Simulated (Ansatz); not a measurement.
# K15EuS8: the cost of one run

Computed with Ansatz 0.2.0 (DFT, PBE, plane-wave PAW, default files, scalar-relativistic, unless a step's input says otherwise).

### Step 1. The starting structure

It takes space group F-43m (No. 216, cubic). The conventional cell has a = 14.782 Å, b = 14.782 Å, c = 14.782 Å, α = 90.00°, β = 90.00°, γ = 90.00°. Eu (site symmetry -43m) is surrounded by 4 S at 3.20 Å. K (site symmetry 2mm) is surrounded by 4 S at 3.20 Å. K (site symmetry -43m) is surrounded by 4 S at 3.20 Å. S (site symmetry 3m) is surrounded by 7 K at 3.20 Å and 1 Eu at 3.20 Å. S (site symmetry 3m) has 8 K at 3.20 Å as nearest neighbours.

As a file:

```xyz
24
Lattice="0.0000 7.3910 7.3910 7.3910 0.0000 7.3910 7.3910 7.3910 0.0000" Properties=species:S:1:pos:R:3 pbc="T T T"
Eu    1.8478    1.8478    1.8478
K     5.5433    5.5433    1.8478
K     5.5432    1.8478    5.5433
K     9.2387    5.5433    5.5433
K     1.8478    5.5432    5.5432
K     5.5433    9.2387    5.5432
K     5.5432    5.5432    9.2387
K     9.2387    9.2387    9.2387
K     5.5433    5.5433    5.5433
K     9.2387    9.2387    5.5433
K     9.2387    5.5433    9.2387
K    12.9343    9.2387    9.2387
K     5.5433    9.2387    9.2387
K     9.2387   12.9343    9.2387
K     9.2387    9.2387   12.9343
K    12.9343   12.9343   12.9343
S     0.0000    0.0000    0.0000
S     3.6955    3.6955    0.0000
S     3.6955    0.0000    3.6955
S     7.3910    3.6955    3.6955
S     0.0000    3.6955    3.6955
S     3.6955    7.3910    3.6955
S     3.6955    3.6955    7.3910
S     7.3910    7.3910    7.3910
```

Atom 1 of the input is the impurity.

### Step 2. Single point at the given positions

The input, input.yaml:

```yaml
crystal:
  lattice:
    - [0.0, 7.391, 7.391]
    - [7.391, 0.0, 7.391]
    - [7.391, 7.391, 0.0]
  atoms:
    - { symbol: Eu, position: [0.125, 0.125, 0.125], spin: 7.0 }
    - { symbol: K, position: [0.125, 0.125, 0.625] }
    - { symbol: K, position: [0.125, 0.625, 0.125] }
    - { symbol: K, position: [0.125, 0.625, 0.625] }
    - { symbol: K, position: [0.625, 0.125, 0.125] }
    - { symbol: K, position: [0.625, 0.125, 0.625] }
    - { symbol: K, position: [0.625, 0.625, 0.125] }
    - { symbol: K, position: [0.625, 0.625, 0.625] }
    - { symbol: K, position: [0.375, 0.375, 0.375] }
    - { symbol: K, position: [0.375, 0.375, 0.875] }
    - { symbol: K, position: [0.375, 0.875, 0.375] }
    - { symbol: K, position: [0.375, 0.875, 0.875] }
    - { symbol: K, position: [0.875, 0.375, 0.375] }
    - { symbol: K, position: [0.875, 0.375, 0.875] }
    - { symbol: K, position: [0.875, 0.875, 0.375] }
    - { symbol: K, position: [0.875, 0.875, 0.875] }
    - { symbol: S, position: [0.0, 0.0, 0.0] }
    - { symbol: S, position: [0.0, 0.0, 0.5] }
    - { symbol: S, position: [0.0, 0.5, 0.0] }
    - { symbol: S, position: [0.0, 0.5, 0.5] }
    - { symbol: S, position: [0.5, 0.0, 0.0] }
    - { symbol: S, position: [0.5, 0.0, 0.5] }
    - { symbol: S, position: [0.5, 0.5, 0.0] }
    - { symbol: S, position: [0.5, 0.5, 0.5] }
magnetization:
  spin_polarized: true
total_charge: 1
kpoints:
  mp_grid: { grid: [2, 2, 2] }
scf:
  occupations: { method: fermi_dirac, width: 0.01 }
hamiltonian:
  xc: pbe
  pseudopotentials: { kind: paw }
output:
  forces: true
  stress: true
  populations: true
  efg:
    quadrupole_moments_barn: { Eu: 0.903, K: 0.0603, S: -0.0694 }
    contact_densities: true
```

On the command line:

```bash
$ ansatz run input.yaml --threads 1 --pin off --max-ram 3072MiB --backend cpu --events-out ev --progress --plain --runs-dir out
```

What time and memory should one allow on 1 thread of Intel Xeon Platinum 8259CL at 2.50GHz (Skylake/Cascade Lake), shared host?

About 87 s, with a peak of 1.7 GiB.
